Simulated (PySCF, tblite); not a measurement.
# C3H10BN: a rotation path, then NMR shifts on frames, part 2 of 2

tblite 0.8.0 and PySCF 2.14.0. Atoms count from 0. Earlier steps stand in the parts before.

## 5. Nuclear shieldings: image 4, PBE0/pcSseg-1

Job settings and geometry (Å):

```
{"job": {"kind": "nmr", "xc": "PBE0", "basis": "pcSseg-1", "pop": false}, "charge": 0, "multiplicity": 1}
B     -2.654600    -0.261300     0.014400
N     -1.350000    -0.152800     0.438800
C     -0.280300     0.589000    -0.190300
C      0.865000    -0.322800    -0.681500
C      2.209900     0.072200    -0.083500
H     -3.400200    -0.916500     0.636500
H     -2.979600     0.296100    -0.964100
H     -1.036200    -0.627300     1.274100
H      0.122500     1.315500     0.526700
H     -0.711400     1.146100    -1.023100
H      0.638900    -1.355700    -0.408300
H      0.929900    -0.287100    -1.769800
H      2.182300     0.003600     1.002300
H      2.998500    -0.584100    -0.443100
H      2.461000     1.093000    -0.362400
```

Method: GIAO PBE0/pcSseg-1 NMR shielding, non-relativistic, gas phase.

Output:

```text
coarse grid: 11608 points
cycle   1  E = -199.6206150841  dE =  2.897e-01  |g| = 3.734e-01  |ddm| = 3.096e+00
cycle   2  E = -199.6241178345  dE = -3.503e-03  |g| = 3.776e-01  |ddm| = 6.362e-01
cycle   3  E = -199.6591290702  dE = -3.501e-02  |g| = 5.848e-02  |ddm| = 3.075e-01
cycle   4  E = -199.6598189435  dE = -6.899e-04  |g| = 2.416e-02  |ddm| = 5.437e-02
cycle   5  E = -199.6599417100  dE = -1.228e-04  |g| = 6.543e-03  |ddm| = 1.747e-02
cycle   6  E = -199.6599514055  dE = -9.695e-06  |g| = 1.137e-03  |ddm| = 5.678e-03
final grid: 109544 points
cycle   7  E = -199.6873037311  dE = -3.652e-05  |g| = 7.842e-03  |ddm| = 2.387e-02
cycle   8  E = -199.6872982075  dE =  5.524e-06  |g| = 9.255e-03  |ddm| = 1.324e-02
cycle   9  E = -199.6873194836  dE = -2.128e-05  |g| = 1.055e-03  |ddm| = 7.198e-03
cycle  10  E = -199.6873197394  dE = -2.557e-07  |g| = 2.679e-04  |ddm| = 8.088e-04
cycle  11  E = -199.6873197533  dE = -1.393e-08  |g| = 6.934e-05  |ddm| = 2.114e-04
cycle  12  E = -199.6873197546  dE = -1.239e-09  |g| = 1.242e-05  |ddm| = 6.934e-05
cycle  13  E = -199.6873197546  dE = -3.047e-11  |g| = 3.467e-06  |ddm| = 1.024e-05
converged SCF energy = -199.6873197546

GIAO shielding tensors (ppm)
atom      isotropic    diamagn.    paramagn.     s11        s22        s33       span
  0 B       65.510     196.404    -130.894     31.543     47.692    117.296     85.753
  1 N      106.220     320.306    -214.086    -21.427    129.749    210.338    231.766
  2 C      129.893     245.961    -116.069    106.653    123.480    159.545     52.892
  3 C      155.424     248.171     -92.748    128.065    159.543    178.663     50.598
  4 C      169.564     246.924     -77.360    152.774    170.903    185.014     32.240
  5 H       27.277      29.931      -2.655     25.341     27.177     29.312      3.970
  6 H       27.136      31.077      -3.942     24.397     27.405     29.604      5.206
  7 H       26.708      32.863      -6.155     21.556     29.064     29.504      7.947
  8 H       28.767      31.604      -2.836     24.191     29.636     32.475      8.284
  9 H       28.056      31.807      -3.751     24.441     28.052     31.674      7.233
 10 H       30.550      32.179      -1.629     26.491     30.422     34.735      8.243
 11 H       29.554      31.240      -1.686     25.208     29.077     34.376      9.168
 12 H       30.685      30.312       0.373     26.657     29.383     36.016      9.359
 13 H       30.626      28.307       2.319     26.134     27.741     38.004     11.871
 14 H       30.791      29.433       1.358     26.732     28.835     36.806     10.074
```

Run time: 7 s. Hardware: 1 thread of Intel Xeon 6975P-C, shared host; peak memory 0.67 GiB.

In short: δ C2 57.0, C3 31.5, C4 17.4, B0 34.6, H7 5.01, H6 4.58 ppm.

## 6. NMR shieldings: image 6, PBE0/pcSseg-1

Job settings and geometry (Å):

```
{"job": {"kind": "nmr", "xc": "PBE0", "basis": "pcSseg-1", "pop": false}, "charge": 0, "multiplicity": 1}
B     -2.552900    -0.332300     0.174800
N     -1.234900    -0.047000     0.451200
C     -0.303400     0.665100    -0.394800
C      0.878900    -0.212900    -0.843000
C      2.085300    -0.071200     0.078100
H     -3.180400    -0.938000     0.956900
H     -3.010000     0.029600    -0.842500
H     -0.807800    -0.355100     1.313100
H      0.085100     1.540400     0.141500
H     -0.859900     1.020300    -1.263400
H      0.552100    -1.254400    -0.869200
H      1.170300     0.063200    -1.857800
H      1.837200    -0.359100     1.097500
H      2.904500    -0.701200    -0.259900
H      2.431300     0.960700     0.084300
```

Method: GIAO PBE0/pcSseg-1 NMR shielding, non-relativistic, gas phase.

Output:

```text
coarse grid: 11608 points
cycle   1  E = -199.6227679612  dE =  2.907e-01  |g| = 3.740e-01  |ddm| = 3.099e+00
cycle   2  E = -199.6257096087  dE = -2.942e-03  |g| = 3.814e-01  |ddm| = 6.395e-01
cycle   3  E = -199.6612730690  dE = -3.556e-02  |g| = 6.227e-02  |ddm| = 3.130e-01
cycle   4  E = -199.6620677647  dE = -7.947e-04  |g| = 2.386e-02  |ddm| = 5.668e-02
cycle   5  E = -199.6621868628  dE = -1.191e-04  |g| = 6.625e-03  |ddm| = 1.722e-02
cycle   6  E = -199.6621967585  dE = -9.896e-06  |g| = 1.122e-03  |ddm| = 5.708e-03
final grid: 109544 points
cycle   7  E = -199.6893836656  dE = -3.554e-05  |g| = 8.071e-03  |ddm| = 2.305e-02
cycle   8  E = -199.6893761573  dE =  7.508e-06  |g| = 9.905e-03  |ddm| = 1.367e-02
cycle   9  E = -199.6894000911  dE = -2.393e-05  |g| = 1.183e-03  |ddm| = 7.533e-03
cycle  10  E = -199.6894004120  dE = -3.209e-07  |g| = 2.523e-04  |ddm| = 8.769e-04
cycle  11  E = -199.6894004243  dE = -1.231e-08  |g| = 6.799e-05  |ddm| = 2.023e-04
cycle  12  E = -199.6894004255  dE = -1.185e-09  |g| = 1.153e-05  |ddm| = 6.779e-05
cycle  13  E = -199.6894004255  dE = -2.569e-11  |g| = 3.326e-06  |ddm| = 9.653e-06
converged SCF energy = -199.6894004255

GIAO shielding tensors (ppm)
atom      isotropic    diamagn.    paramagn.     s11        s22        s33       span
  0 B       65.106     196.385    -131.279     31.106     47.095    117.119     86.013
  1 N      111.035     321.111    -210.076    -21.915    137.521    217.500    239.415
  2 C      129.534     245.778    -116.244    111.622    124.421    152.560     40.938
  3 C      155.116     248.008     -92.892    132.159    157.777    175.411     43.252
  4 C      170.407     247.116     -76.709    152.877    173.466    184.879     32.002
  5 H       27.222      30.087      -2.865     25.287     27.127     29.252      3.964
  6 H       27.061      31.057      -3.996     24.324     27.321     29.539      5.215
  7 H       26.458      33.260      -6.801     21.051     28.751     29.573      8.522
  8 H       28.693      31.195      -2.502     24.820     28.742     32.517      7.697
  9 H       28.085      31.616      -3.531     23.860     28.183     32.212      8.352
 10 H       30.447      31.701      -1.254     26.948     29.622     34.772      7.824
 11 H       29.804      30.893      -1.089     24.800     29.179     35.432     10.632
 12 H       30.564      30.753      -0.190     26.347     29.600     35.744      9.397
 13 H       30.520      28.423       2.098     25.998     27.709     37.854     11.856
 14 H       30.830      29.621       1.209     26.903     28.684     36.902      9.998
```

Wall time 7.1 s (1 thread of Intel Xeon 6975P-C, shared host); peak memory 0.67 GiB.

Key values: δ C2 57.4, C3 31.8, C4 16.5, B0 35.0, H7 5.26, H6 4.66 ppm.

## 7. NMR shieldings: image 8, PBE0/pcSseg-1

Job settings and geometry (Å):

```
{"job": {"kind": "nmr", "xc": "PBE0", "basis": "pcSseg-1", "pop": false}, "charge": 0, "multiplicity": 1}
B     -2.404800    -0.394500     0.324700
N     -1.127500     0.102200     0.447500
C     -0.322100     0.731500    -0.574100
C      0.910700    -0.098700    -0.955300
C      1.909100    -0.237300     0.188800
H     -2.911700    -0.886200     1.260500
H     -2.955000    -0.307600    -0.707100
H     -0.632000     0.036900     1.325200
H      0.007500     1.720500    -0.228000
H     -0.949100     0.868300    -1.457600
H      0.582400    -1.089500    -1.275100
H      1.398600     0.385800    -1.803600
H      1.482500    -0.806900     1.011400
H      2.800900    -0.758400    -0.151100
H      2.206000     0.741800     0.560600
```

Level: GIAO PBE0/pcSseg-1 NMR shielding, non-relativistic, gas phase.

Output:

```text
coarse grid: 11608 points
cycle   1  E = -199.6255201872  dE =  2.935e-01  |g| = 3.735e-01  |ddm| = 3.102e+00
cycle   2  E = -199.6278787050  dE = -2.359e-03  |g| = 3.840e-01  |ddm| = 6.448e-01
cycle   3  E = -199.6638348114  dE = -3.596e-02  |g| = 6.436e-02  |ddm| = 3.198e-01
cycle   4  E = -199.6646869626  dE = -8.522e-04  |g| = 2.367e-02  |ddm| = 5.771e-02
cycle   5  E = -199.6648039682  dE = -1.170e-04  |g| = 6.662e-03  |ddm| = 1.735e-02
cycle   6  E = -199.6648138840  dE = -9.916e-06  |g| = 1.161e-03  |ddm| = 5.794e-03
final grid: 109544 points
cycle   7  E = -199.6925908203  dE = -3.896e-05  |g| = 8.127e-03  |ddm| = 2.315e-02
cycle   8  E = -199.6925838695  dE =  6.951e-06  |g| = 9.798e-03  |ddm| = 1.382e-02
cycle   9  E = -199.6926076410  dE = -2.377e-05  |g| = 1.125e-03  |ddm| = 7.602e-03
cycle  10  E = -199.6926079255  dE = -2.845e-07  |g| = 2.750e-04  |ddm| = 8.517e-04
cycle  11  E = -199.6926079402  dE = -1.471e-08  |g| = 6.808e-05  |ddm| = 2.105e-04
cycle  12  E = -199.6926079414  dE = -1.149e-09  |g| = 1.296e-05  |ddm| = 6.894e-05
cycle  13  E = -199.6926079414  dE = -3.757e-11  |g| = 3.332e-06  |ddm| = 1.221e-05
converged SCF energy = -199.6926079414

GIAO shielding tensors (ppm)
atom      isotropic    diamagn.    paramagn.     s11        s22        s33       span
  0 B       65.094     196.545    -131.451     30.698     46.628    117.955     87.257
  1 N      116.398     321.956    -205.558    -18.868    148.171    219.890    238.758
  2 C      130.360     245.257    -114.897    112.572    126.134    152.375     39.803
  3 C      155.476     247.760     -92.283    142.494    153.337    170.598     28.104
  4 C      173.872     248.086     -74.215    158.093    176.053    187.468     29.375
  5 H       27.171      30.280      -3.109     25.143     27.076     29.292      4.149
  6 H       27.045      31.075      -4.031     24.352     27.315     29.467      5.115
  7 H       26.458      33.636      -7.179     20.698     28.789     29.887      9.190
  8 H       28.591      30.542      -1.951     24.387     27.999     33.388      9.001
  9 H       28.156      31.037      -2.881     23.927     27.869     32.673      8.746
 10 H       30.285      31.395      -1.110     26.215     29.200     35.441      9.225
 11 H       30.166      30.498      -0.332     25.105     28.999     36.393     11.288
 12 H       30.461      31.258      -0.798     25.928     29.765     35.688      9.761
 13 H       30.403      28.641       1.762     25.866     27.723     37.622     11.755
 14 H       31.039      30.187       0.853     27.291     28.601     37.227      9.936
```

Run time: 7.2 s. Hardware: 1 thread of Intel Xeon 6975P-C, shared host; peak memory 0.67 GiB.

This run: δ C2 56.6, C3 31.4, C4 13.1, B0 35.0, H7 5.26, H6 4.67 ppm.

## 8. Run by run: NMR shifts

Shifts (ppm) of some atoms, chosen among heavy atoms and hydrogens apart, with basis size and wall time:

| frame | C2 | C3 | C4 | H9 | H11 | B0 | N1 | functions | time |
| --- | --- | --- | --- | --- | --- | --- | --- | --- | --- |
| image 0 | 58.5 | 33.3 | 13.6 | 3.16 | 1.53 | 34.7 | 158.4 | 135 | 7.1 s |
| image 2 | 57.9 | 32.2 | 15.2 | 3.49 | 1.95 | 34.6 | 160.6 | 135 | 7 s |
| image 4 | 57.0 | 31.5 | 17.4 | 3.66 | 2.16 | 34.6 | 161.5 | 135 | 7 s |
| image 6 | 57.4 | 31.8 | 16.5 | 3.63 | 1.91 | 35.0 | 156.7 | 135 | 7.1 s |
| image 8 | 56.6 | 31.4 | 13.1 | 3.56 | 1.55 | 35.0 | 151.3 | 135 | 7.2 s |

## 9. Summary of results

What follows sums up all 2 parts.

```
                                            quantity                                                           value
                                             barrier                              0.103 eV (2.4 kcal/mol) at image 4
                               end to end (GFN2-xTB)                                                        0.014 eV
     13C shifts against TMS (PBE0/pcSseg-1, image 0)                                            58.5, 33.3, 13.6 ppm
      1H shifts against TMS (PBE0/pcSseg-1, image 0)  4.88, 4.68, 4.51, 3.34, 3.16, 1.54, 1.53, 1.25, 0.92, 0.86 ppm
11B shifts against BF3·OEt2 (PBE0/pcSseg-1, image 0)                                                        34.7 ppm
     15N shifts against NH3 (PBE0/pcSseg-1, image 0)                                                       158.4 ppm
                            range of the shift of N1                                              151.3 to 161.5 ppm
```

**Reading.** Along the band the dihedral turns by 117°, and the top (dihedral 237°) lies 2.4 kcal/mol above the start (GFN2-xTB, rough), so at room temperature this motion is fast. Ends this close can change order at a higher level. The top was not checked by a frequency run. Shifts at one fixed geometry are not the observed spectrum, which averages over the motion. In the first frame run (image 0): The widest tensor belongs to N1: span 218 ppm, with a paramagnetic part of -211 ppm. Across the 5 runs the shift of N1 moves most, between 151.3 (image 8) and 161.5 ppm (image 4).
